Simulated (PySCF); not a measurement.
# C₅H₆O₂: geometry, NMR shifts

Aim: predict the NMR shifts of C₅H₆O₂ (`COc1ccoc1`).

The runs use PySCF 2.14.0, with density-fitted response routines of our own; the level of theory stands in each step. All values are computed, except where a source is named. Atoms count from 0, in the outputs and in this text.

### Step 1. Starting geometry

13 atoms, charge 0, multiplicity 1; geometry from: GFN2-xTB.

Bonds of the start (Å): C0–O1 1.41, O1–C2 1.36, C2–C3 1.42, C3–C4 1.36, C4–O5 1.34, O5–C6 1.35, C6–C2 1.37, C0–H7 1.09, C0–H8 1.09, C0–H9 1.09, C3–H10 1.07, C4–H11 1.07, C6–H12 1.07.

### Step 2. Relaxing the molecule at PBE0-D3(BJ)/def2-SVP

Job settings and geometry (Å):

```
{"job": {"xc": "PBE0", "basis": "def2-SVP", "d3": "d3bj", "grid": 1, "kind": "geom"}, "charge": 0, "multiplicity": 1}
C     -2.201514    -0.008310    -0.001086
O     -1.113537     0.824955    -0.320419
C      0.114634     0.288833    -0.119502
C      1.329207     0.998521    -0.339227
C      2.323353     0.127139    -0.025506
O      1.825370    -1.052037     0.367640
C      0.476674    -0.956655     0.310860
H     -2.205327    -0.911892    -0.619297
H     -2.179444    -0.298257     1.054461
H     -3.098300     0.574912    -0.201489
H      1.417736     2.007280    -0.681922
H      3.390195     0.228981    -0.039145
H     -0.083437    -1.822984     0.596905
```

**Question.** This job is followed by: GIAO PBE0/pcSseg-0 NMR shielding, non-relativistic, gas phase. Predict these results of the whole session: point group; rotational constants (main isotopes); 13C shifts against TMS (PBE0/pcSseg-0); 1H shifts against TMS (PBE0/pcSseg-0, means over atoms taken as alike); 17O shifts against H2O (PBE0/pcSseg-0).

The runs gave:

| quantity | value |
| --- | --- |
| point group | Cs |
| rotational constants (main isotopes) | 7.63, 2.05, 1.63 GHz |
| 13C shifts against TMS (PBE0/pcSseg-0) | 162.7, 156.0, 134.1, 117.1, 60.1 ppm |
| 1H shifts against TMS (PBE0/pcSseg-0, means over atoms taken as alike) | 7.20, 6.71, 6.30, 3.98 ppm |
| 17O shifts against H2O (PBE0/pcSseg-0) | 283.6, 64.8 ppm |

What this shows: Over 4 steps the energy fell by 0.033 eV; of the close pairs, C3–H10 changed most, 1.069 to 1.087 Å. At PBE0/pcSseg-0: The largest span, 393 ppm, is at O5, where the paramagnetic term is -361 ppm.
